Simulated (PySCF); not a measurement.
# C7H13FOSi: the cost of one run

Programs: PySCF 2.14.0, with density-fitted response routines of our own. Each step states its level of theory. These are calculated values for one molecule, in the gas phase or a continuum, unless marked as measured. Atoms are numbered from 0 throughout.

## Step 1: The starting structure

23 atoms, charge 0, multiplicity 1; geometry from: GFN2-xTB.

Bonds of the start (Å): F0–C1 1.39, C1–C2 1.52, C2–C3 1.54, C3–C4 1.54, C4–C5 1.54, C1–C6 1.54, C6–O7 1.40, O7–Si8 1.64, Si8–C9 1.90, C9–C1 1.53, C5–C2 1.54, C2–H10 1.09, C3–H11 1.09, C3–H12 1.09, C4–H13 1.09, C4–H14 1.09, C5–H15 1.09, C5–H16 1.09, C6–H17 1.10, C6–H18 1.09, Si8–H19 1.46, Si8–H20 1.46, C9–H21 1.09, C9–H22 1.09.

## Step 2: Optimising the geometry at PBE0-D3(BJ)/def2-SVP

The job: settings as JSON, then the geometry in Å.

```
{"job": {"xc": "PBE0", "basis": "def2-SVP", "d3": "d3bj", "grid": 1, "kind": "geom"}, "charge": 0, "multiplicity": 1}
F      0.000252    -1.492806     1.293872
C      0.532250    -0.519327     0.449014
C     -0.606045     0.328667    -0.104042
C     -1.747930    -0.410100    -0.825525
C     -2.766337     0.405047    -0.014952
C     -1.631131     0.886878     0.900745
C      1.504877     0.339444     1.277493
O      2.453363     0.920631     0.426556
Si     2.692214     0.128338    -0.985228
C      1.343553    -1.174978    -0.664178
H     -0.160103     1.111419    -0.720798
H     -1.768300    -1.469102    -0.576243
H     -1.787417    -0.293306    -1.906600
H     -3.555255    -0.166351     0.468193
H     -3.214750     1.211836    -0.590999
H     -1.606171     0.355405     1.849737
H     -1.583855     1.957682     1.087397
H      2.008031    -0.298664     2.012378
H      0.979859     1.138199     1.807243
H      4.034950    -0.438324    -1.026198
H      2.389358     1.039516    -2.083114
H      0.709712    -1.431934    -1.508421
H      1.774123    -2.101186    -0.283315
```

The run is started by

```bash
$ OMP_NUM_THREADS=1 python probes_run.py task.json out
```

This one command runs all jobs of the session in turn.

Q: Estimate the wall time and peak memory of this first job on 1 thread of Arm Neoverse V1, shared host.

About 4 min, with a peak of 0.93 GiB.
